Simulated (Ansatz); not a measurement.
# F2H4N2Zr: a ladder of functionals and wavefunction methods

One table from this session's results is given with a row withheld; the runs are named, their logs left out.

The runs use Ansatz 0.2.0, Gaussian basis; functionals in def2-TZVPP, the program's frozen cores in correlated methods.

Plan: LDA (SPW92), PBE-D4, revPBE-D4, BLYP-D4, r2SCAN-D4, B97M-V, PBE0-D4, B3LYP-D4, r2SCANh-D4, r2SCAN0-D4, HSE06-D4, BHLYP-D4, CAM-B3LYP-D4, LC-ωPBE, ωB97X-V, ωB97M-V, B2PLYP, PBE-QIDH; CCSD(T)/def2-SVP; CCSD(T)/def2-TZVPP; MP2/def2-QZVPP; extrapolation to the limit; RPA on PBE.

## The geometry

An earlier PBE0-D4 in a triple-zeta def2 set relaxation fixed the geometry. Zr takes the def2 core potential; no spin-orbit term is included.

9 atoms, charge 0, spin multiplicity 1.

Atoms are counted from 1 here; the program's logs count them from 0.

Bond lengths: N1–Zr2 2.029 Å, N1–H6 1.010 Å, N1–H7 1.011 Å, Zr2–N3 2.024 Å, Zr2–F4 1.917 Å, Zr2–F5 1.917 Å, N3–H8 1.012 Å, N3–H9 1.012 Å. Angles: Zr2–N1–H6 126.1°, Zr2–N1–H7 125.1°, H6–N1–H7 108.8°, N1–Zr2–N3 106.2°, N1–Zr2–F4 108.7°, N1–Zr2–F5 108.8°, N3–Zr2–F4 111.0°, N3–Zr2–F5 110.9°, F4–Zr2–F5 111.2°, Zr2–N3–H8 125.6°, Zr2–N3–H9 125.6°, H8–N3–H9 108.5°.

Set-up of the first run:

File in.yaml:

```yaml
crystal:
  periodic: [false, false, false]
  atoms:
    - {symbol: N, position_ang: [-1.407246, 0.845239, -0.416161]}
    - {symbol: Zr, position_ang: [0.457602, 0.057629, -0.549299]}
    - {symbol: N, position_ang: [0.776434, -0.931564, 1.187157]}
    - {symbol: F, position_ang: [0.513871, -1.143110, -2.042778]}
    - {symbol: F, position_ang: [1.717686, 1.486626, -0.762669]}
    - {symbol: H, position_ang: [-2.036923, 0.755706, 0.368268]}
    - {symbol: H, position_ang: [-1.858011, 1.396417, -1.134593]}
    - {symbol: H, position_ang: [0.603132, -1.915787, 1.344447]}
    - {symbol: H, position_ang: [1.233446, -0.551166, 2.005637]}
basis:
  gaussian: {orbitals: def2-TZVPP}
hamiltonian: {xc: lda}
output: {orbitals: {seedname: orbitals}}
```

Launch:

```
> ansatz run in.yaml --threads 4 --pin off --events-out ev --progress --plain --max-ram 10444MiB
```

Steps of the session up to this table: LDA; PBE-D4 (GGA); revPBE-D4 (GGA); BLYP-D4 (GGA); r2SCAN-D4 (meta-GGA); B97M-V (meta-GGA); PBE0-D4 (hybrid); B3LYP-D4 (hybrid); r2SCANh-D4 (hybrid); r2SCAN0-D4 (hybrid); HSE06-D4 (hybrid); BHLYP-D4 (hybrid); CAM-B3LYP-D4 (range-separated); LC-ωPBE (range-separated); ωB97X-V (range-separated); ωB97M-V (range-separated); B2PLYP (double hybrid); PBE-QIDH (double hybrid).

One of the session's tables, all rows but one given; the rest of the session is left out.

It belongs to the step «Frontier levels by functional». 

| functional | HOMO (eV) | gap (eV) |
| --- | --- | --- |
| LDA (SPW92) | -6.36 | 4.75 |
| PBE-D4 | -6.14 | 4.80 |
| revPBE-D4 | -6.06 | 4.83 |
| BLYP-D4 | -6.02 | 4.76 |
| r2SCAN-D4 | -6.44 | 5.32 |
| B97M-V | ? | ? |
| PBE0-D4 | -7.57 | 7.15 |
| B3LYP-D4 | -7.33 | 6.63 |
| r2SCANh-D4 | -6.98 | 6.20 |
| r2SCAN0-D4 | -7.79 | 7.51 |
| HSE06-D4 | -7.16 | 6.36 |
| BHLYP-D4 | -8.91 | 8.97 |
| CAM-B3LYP-D4 | -9.03 | 9.23 |
| LC-ωPBE | -10.43 | 11.70 |
| ωB97X-V | -10.04 | 11.17 |
| ωB97M-V | -9.95 | 10.53 |

Estimate the missing values for B97M-V.

As computed: HOMO (eV): -6.47; gap (eV): 5.37. In the column «HOMO (eV)» it lies between r2SCANh-D4 (-6.98) and r2SCAN-D4 (-6.44).
